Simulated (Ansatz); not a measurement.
**GaAs: a slab and its surfaces, (110), 4 layers**

Aim: cut a slab of GaAs (110), 4 layers from the relaxed bulk, relax it, and get surface energy and work function. Methods of the runs shown: LAPW, norm-conserving and crystal datasets. Companion runs by PAW are cited. Its runs: bulk in the slab's orientation (LAPW); the reference run (LAPW, norm-conserving and crystal datasets); at the positions relaxed by PAW (LAPW).

Method: DFT PBE, with the methods named in each step, in Ansatz 0.2.0.

### 1 The system as given

Symmetry: F-43m, No. 216, cubic system. Conventional cell: a = 5.745 Å, b = 5.745 Å, c = 5.745 Å, α = 90.00°, β = 90.00°, γ = 90.00°. Around Ga (site symmetry -43m) lie 4 As at 2.49 Å. As (site symmetry -43m) is surrounded by 4 Ga at 2.49 Å.

As a file:

```
CELL_PARAMETERS angstrom
-2.87231 2.87231 0.00000
0.00000 0.00000 5.74461
2.87231 2.87231 0.00000
ATOMIC_POSITIONS crystal
Ga 0.00000 0.00000 0.00000
Ga 0.50000 0.50000 0.50000
As 0.00000 0.25000 0.50000
As 0.50000 0.75000 0.00000
```

Atoms are numbered in the order of the input: Ga1, Ga2, As3, As4.

### 2 Bulk in the slab's orientation, LAPW

Contents of input.yaml:

```yaml
crystal:
  lattice:
    - [-2.8723074168, 2.8723074168, 0.0]
    - [0.0, 0.0, 5.7446148336]
    - [2.8723074168, 2.8723074168, 0.0]
  atoms:
    - { symbol: Ga, position: [0.0, 0.0, 0.0] }
    - { symbol: Ga, position: [0.5, 0.5, 0.5] }
    - { symbol: As, position: [0.0, 0.25, 0.5] }
    - { symbol: As, position: [0.5, 0.75, 0.0] }
kpoints:
  mp_grid: { grid: [8, 5, 8] }
scf:
  occupations: { method: fermi_dirac, width: 0.02 }
hamiltonian:
  xc: pbe
  pseudopotentials: { kind: all_electron, lapw: { basis_error: 0.001 } }
output:
  forces: true
  stress: true
  eigenvalues: true
```

On the command line:

```console
$ ansatz run input.yaml --threads 3 --pin off --max-ram 8192MiB --backend cpu --events-out ev --progress --plain --runs-dir out
```

### 4 Slab as cut, LAPW

Contents of input.yaml:

```yaml
crystal:
  lattice:
    - [4.0620561041, 0.0, 0.0]
    - [0.0, 5.7446148336, 0.0]
    - [0.0, 0.0, 22.0931]
  atoms:
    - { symbol: Ga, position: [0.0, 0.875, 0.3621043639] }
    - { symbol: As, position: [0.5, 0.625, 0.3621043639] }
    - { symbol: Ga, position: [0.5, 0.375, 0.4540347876] }
    - { symbol: As, position: [0.0, 0.125, 0.4540347876] }
    - { symbol: Ga, position: [0.0, 0.875, 0.5459652119] }
    - { symbol: As, position: [0.5, 0.625, 0.5459652119] }
    - { symbol: Ga, position: [0.5, 0.375, 0.6378956361] }
    - { symbol: As, position: [0.0, 0.125, 0.6378956361] }
kpoints:
  mp_grid: { grid: [8, 5, 1] }
scf:
  occupations: { method: fermi_dirac, width: 0.02 }
hamiltonian:
  xc: pbe
  pseudopotentials: { kind: all_electron, lapw: { basis_error: 0.001 } }
output:
  forces: true
  stress: true
  eigenvalues: true
  populations: true
  dos: { projected: true, de: 0.2, e_range: [-14, 8] }
efield:
  axis: 3
  amplitude: 0
  dipole_correction: true
```

### 5 At the positions relaxed by PAW, LAPW

Contents of input.yaml:

```yaml
crystal:
  lattice:
    - [4.0620561041, 0.0, 0.0]
    - [0.0, 5.7446148336, 0.0]
    - [0.0, 0.0, 22.0931]
  atoms:
    - { symbol: Ga, position: [0.0, 0.8276019778, 0.3835705845] }
    - { symbol: As, position: [0.5, 0.6207143219, 0.3504683306] }
    - { symbol: Ga, position: [0.5, 0.4020461567, 0.4483085175] }
    - { symbol: As, position: [0.0, 0.1496489642, 0.456565605] }
    - { symbol: Ga, position: [0.0, 0.9020468742, 0.551689518] }
    - { symbol: As, position: [0.5, 0.6496439547, 0.5434344588] }
    - { symbol: Ga, position: [0.5, 0.3275940767, 0.6164308728] }
    - { symbol: As, position: [0.0, 0.1207036736, 0.6495321118] }
kpoints:
  mp_grid: { grid: [8, 5, 1] }
scf:
  occupations: { method: fermi_dirac, width: 0.02 }
hamiltonian:
  xc: pbe
  pseudopotentials: { kind: all_electron, lapw: { basis_error: 0.001 } }
output:
  forces: true
  stress: true
  eigenvalues: true
efield:
  axis: 3
  amplitude: 0
  dipole_correction: true
```

### 6 Slab as cut, norm-conserving

Changes to input.yaml since step 5:

```diff
@@ -20,3 +20,3 @@
   xc: pbe
-  pseudopotentials: { kind: all_electron, lapw: { basis_error: 0.001 } }
+  pseudopotentials: { kind: nc }
 output:
```

### 7 Slab as cut, crystal datasets

Changes to input.yaml since step 6:

```diff
@@ -20,3 +20,3 @@
   xc: pbe
-  pseudopotentials: { kind: nc }
+  pseudopotentials: { kind: all_electron, datasets: crystal }
 output:
```

(Steps that only read results are left out.)

**Question.** What will these runs give? Wanted: surface energy; work function (for each run or level that gives them).

**Answer**, as computed:

```
                                 quantity      value
           surface energy (LAPW, relaxed)  0.55 J/m²
            work function (LAPW, relaxed)    4.40 eV
 work function (norm-conserving, relaxed)    4.40 eV
work function (crystal datasets, relaxed)    4.40 eV
            surface energy (PAW, relaxed)  0.55 J/m²
             work function (PAW, relaxed)    4.40 eV
```

**Reading.** By LAPW the surface costs 0.98 J/m² as cut and 0.55 J/m² relaxed. With a gap the Fermi level lies anywhere inside it, so the work function printed is no measured quantity. Thickness wasn't converged, and no reconstruction was sought.

The gaps are Kohn-Sham values of a semilocal functional, not quasiparticle or optical gaps. Such gaps usually fall short of the measured ones.
